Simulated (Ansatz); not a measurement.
# Ga3As2P: the band gap up the ladder of functionals

An exercise on one series of results from a longer session: the logs are not shown, and one member is left open.

The runs shown are made with Ansatz 0.2.0. PAW datasets, plane waves. The calculation is spin-unpolarised, and the structure need not be a phase that has been made.

**The cell**

The cell was relaxed beforehand with r2SCAN.

The symmetry is I-4m2 (No. 119, tetragonal); conventional cell a = 3.955 Å, c = 16.783 Å, 21.88 Å³ an atom. Near P stand 4 Ga at 2.39 Å; near Ga stand 2 P at 2.39 Å and 2 As at 2.44 Å; near As stand 4 Ga at 2.44 Å; near Ga stand 4 As at 2.44 Å.

Coordinates:

```xyz
6
Lattice="-1.9776 1.9776 8.3915 1.9776 -1.9776 8.3915 1.9776 1.9776 -8.3915" Properties=species:S:1:pos:R:3 pbc="T T T"
P     0.0000    0.0000    0.0000
Ga    0.0000    1.9776    1.3347
As    0.0000    0.0000   11.1578
Ga    1.9776    0.0000    4.1957
As    0.0000    0.0000    5.6252
Ga    0.0000    1.9776    7.0568
```

The first run:

input.yaml

```yaml
crystal:
  lattice:
    - [-1.9776493862, 1.9776493862, 8.3914858916]
    - [1.9776493862, -1.9776493862, 8.3914858916]
    - [1.9776493862, 1.9776493862, -8.3914858916]
  atoms:
    - { symbol: P, position: [0.0, 0.0, 0.0] }
    - { symbol: Ga, position: [0.5795289229, 0.0795289229, 0.5] }
    - { symbol: As, position: [0.6648261134, 0.6648261134, 0.0] }
    - { symbol: Ga, position: [0.25, 0.75, 0.5] }
    - { symbol: As, position: [0.3351738866, 0.3351738866, 0.0] }
    - { symbol: Ga, position: [0.9204710771, 0.4204710771, 0.5] }
kpoints:
  mp_grid: { grid: [10, 10, 10] }
  band_path:
    path:
      - [[0.0, 0.0, 0.0], [5.017426217529e-18, -5.017426217529e-18, 0.5], [0.25, 0.25, 0.25], [3.722827616284e-18, 0.5, -3.722827616284e-18], [0.0, 0.0, 0.0], [0.5, 0.5, -0.5], [0.2638854790916, 0.7361145209084, -0.2638854790916]]
      - [[-0.2638854790916, 0.2638854790916, 0.2638854790916], [0.0, 0.0, 0.0]]
      - [[5.017426217529e-18, -5.017426217529e-18, 0.5], [-0.02777095818317, 0.02777095818317, 0.5]]
      - [[0.5, 0.5, -0.02777095818317], [0.5, 0.5, -0.5]]
    npoints: 10
hamiltonian:
  xc: pbe
scf:
  occupations: { method: fermi_dirac, width: 0.02 }
  n_extra_bands: 5
output:
  forces: true
  stress: true
  eigenvalues: true
```

Run with:

```sh
ansatz run input.yaml --threads 4 --pin off --max-ram 6451MiB --backend cpu --events-out ev --progress --plain --runs-dir out
```

Among the steps run: PBE band path; Single point with r2SCAN; HSE06; PBE+SOC; Single point with PBE0.

One of the session's tables, all rows but one given; the rest of the session is left out.

| level | gap (eV) |
| --- | --- |
| PBE | 0.87 |
| r2SCAN | 1.37 |
| HSE06 | 1.77 |
| PBE+SOC | ? |
| PBE0 | 2.36 |

Estimate the missing values for PBE+SOC.

**Answer.** gap (eV): 0.78. In the column «gap (eV)» it is the lowest.

Meshes: PBE 10×10×10, r2SCAN 10×10×10, HSE06 6×6×6, PBE+SOC 10×10×10, PBE0 6×6×6

The gap runs from 0.78 eV (PBE+SOC) to 2.36 eV (PBE0). Against HSE06, PBE is short by 0.90 eV, at 49 % of it, and r2SCAN 77 %. PBE0 lies 0.59 eV above HSE06, which differs from it by screening the long-range exchange.

Caveats from the session: Warnings in the runs' records: stress scf threshold loose, stress exchange threshold loose.
